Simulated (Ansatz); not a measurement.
**r2SCAN0/cc-pVDZ run of C2H5FSi (SMILES F/C=C/[SiH3])**

What is the vertical singlet–triplet gap of C2H5FSi at r2SCAN0/cc-pVDZ? 

Program for the calculation: Ansatz 0.2.0.

91 further runs of the same task are left out: 91 set aside as unsound or not needed.

### Step 1. The system as given

C2H5FSi has 9 atoms, charge 0, and is taken as a singlet. SMILES: `F/C=C/[SiH3]`. Geometry: relaxed at PBE0-D4/def2-TZVP.

Bond lengths: F1–C2 1.336 Å, C2–C3 1.322 Å, C3–Si4 1.852 Å, C2–H5 1.086 Å, C3–H6 1.087 Å, Si4–H7 1.487 Å, Si4–H8 1.487 Å, Si4–H9 1.487 Å. Some angles: F1–C2–C3 122.8°, C2–C3–Si4 121.1°, F1–C2–H5 111.4°, C3–C2–H5 125.9°, C2–C3–H6 117.6°, Si4–C3–H6 121.3°, C3–Si4–H7 110.8°, C3–Si4–H8 110.8°, C3–Si4–H9 108.6°, H7–Si4–H8 107.9°.

### Step 2. A single-point energy at r2SCAN0/cc-pVDZ

Contents of run.yaml:

```yaml
crystal:
  periodic: [false, false, false]
  atoms:
    - {symbol: F, position_ang: [-1.259900, 2.360900, 0.506400]}
    - {symbol: C, position_ang: [-0.578300, 1.355000, -0.048000]}
    - {symbol: C, position_ang: [-0.336700, 0.219900, 0.584900]}
    - {symbol: Si, position_ang: [0.614100, -1.145000, -0.228900]}
    - {symbol: H, position_ang: [-0.264200, 1.599600, -1.058100]}
    - {symbol: H, position_ang: [-0.716100, 0.118100, 1.598600]}
    - {symbol: H, position_ang: [1.843700, -1.465600, 0.542800]}
    - {symbol: H, position_ang: [-0.206700, -2.381600, -0.316300]}
    - {symbol: H, position_ang: [0.992500, -0.707600, -1.598500]}
basis:
  gaussian: {orbitals: cc-pVDZ}
magnetization: {spin_polarized: false, initial_magnetization: 0}
hamiltonian: {xc: {name: r2SCAN0}}
accuracy: high
output: {orbitals: {seedname: orbitals}}
```

Command:

```
$ ansatz run run.yaml --threads 1 --pin off --max-ram 3480MiB --events-out events.jsonl --progress --plain --runs-dir runs
```

Output:

```text
Warning: RAYON_NUM_THREADS=1 ignored (pool sized by the plan → 1); use --threads N
Functional definition: r2SCAN0
  name "r2SCAN0"
  parameter a = 0.25
  parameter k0 = 0.174
  parameter k1 = 0.065
  parameter a1 = 4.9479
  exchange = (1 - a)*r2scan_x(k0 = k0, k1 = k1, a1 = a1) + a*exact_x
  correlation = r2scan_c
1988 factors; integrals over basis functions are off by at most 3.8e-9 eV
mean field evaluation 1: about -12742.2453 eV, gradient 3.5e1 eV
mean field evaluation 2: about -12741.4489 eV, gradient 3.7e1 eV
mean field evaluation 4: about -12745.0679 eV, gradient 1.9e0 eV
mean field evaluation 8: about -12745.2636 eV, gradient 2.3e-1 eV
mean field evaluation 16: about -12745.2637 eV, gradient 2.0e-5 eV
mean field -12745.26373866 eV, -468.3798033457 hartree, gradient 5.5e-8 eV, S^2 0.000000; 0 other end points of the search recorded, 0 dependent functions left out
reference -12745.26373923 eV, -468.3798033667 hartree; 20, 20 occupied and 65, 65 virtual orbitals, 1988 factors
Total energy: -12745.26373923 eV, -468.3798033667 hartree
```

Wall time 14 s (1 thread of Arm Neoverse V2, shared host); peak memory 0.33 GiB.

### Step 3. The triplet at the same level

Contents of job.yaml:

```yaml
crystal:
  periodic: [false, false, false]
  atoms:
    - {symbol: F, position_ang: [-1.259900, 2.360900, 0.506400]}
    - {symbol: C, position_ang: [-0.578300, 1.355000, -0.048000]}
    - {symbol: C, position_ang: [-0.336700, 0.219900, 0.584900]}
    - {symbol: Si, position_ang: [0.614100, -1.145000, -0.228900]}
    - {symbol: H, position_ang: [-0.264200, 1.599600, -1.058100]}
    - {symbol: H, position_ang: [-0.716100, 0.118100, 1.598600]}
    - {symbol: H, position_ang: [1.843700, -1.465600, 0.542800]}
    - {symbol: H, position_ang: [-0.206700, -2.381600, -0.316300]}
    - {symbol: H, position_ang: [0.992500, -0.707600, -1.598500]}
basis:
  gaussian: {orbitals: cc-pVDZ}
hamiltonian: {xc: {name: r2SCAN0}}
accuracy: high
magnetization: {spin_polarized: true, initial_magnetization: 2}
output: {orbitals: {seedname: orbitals}}
```

Command:

```
$ ansatz run job.yaml --threads 1 --pin off --max-ram 3480MiB --events-out events.jsonl --progress --plain --runs-dir runs
```

Output:

```text
Warning: RAYON_NUM_THREADS=1 ignored (pool sized by the plan → 1); use --threads N
[... 8 set-up lines as earlier in the session ...]
1988 factors; integrals over basis functions are off by at most 3.8e-9 eV
mean field evaluation 1: about -12737.0689 eV, gradient 2.5e1 eV
mean field evaluation 2: about -12735.6706 eV, gradient 3.0e1 eV
mean field evaluation 4: about -12740.8631 eV, gradient 2.9e0 eV
mean field evaluation 8: about -12741.0997 eV, gradient 2.0e-1 eV
mean field evaluation 16: about -12741.1002 eV, gradient 6.2e-4 eV
mean field -12741.10018033 eV, -468.2267953992 hartree, gradient 6.6e-8 eV, S^2 2.012189; 0 other end points of the search recorded, 0 dependent functions left out
reference -12741.10018183 eV, -468.2267954545 hartree; 21, 19 occupied and 64, 66 virtual orbitals, 1988 factors
Total energy: -12741.10018183 eV, -468.2267954545 hartree
```

Wall time 28 s (1 thread of Arm Neoverse V2, shared host); peak memory 0.53 GiB.

### Step 4. What came out

At r2SCAN0/cc-pVDZ:

| quantity | value |
| --- | --- |
| singlet: total energy | -468.37980 Eh |
| singlet: HOMO energy | -7.89 eV |
| singlet: LUMO energy | 0.06 eV |
| singlet: HOMO–LUMO gap | 7.95 eV |
| triplet: total energy | -468.22680 Eh |
| triplet: HOMO energy (highest over α and β) | -3.65 eV |
| triplet: ⟨S²⟩ | 2.012 |
| vertical energy of the triplet above the singlet | 4.164 eV |

What this shows: At this shape the triplet lies 4.16 eV (402 kJ/mol) above the singlet.
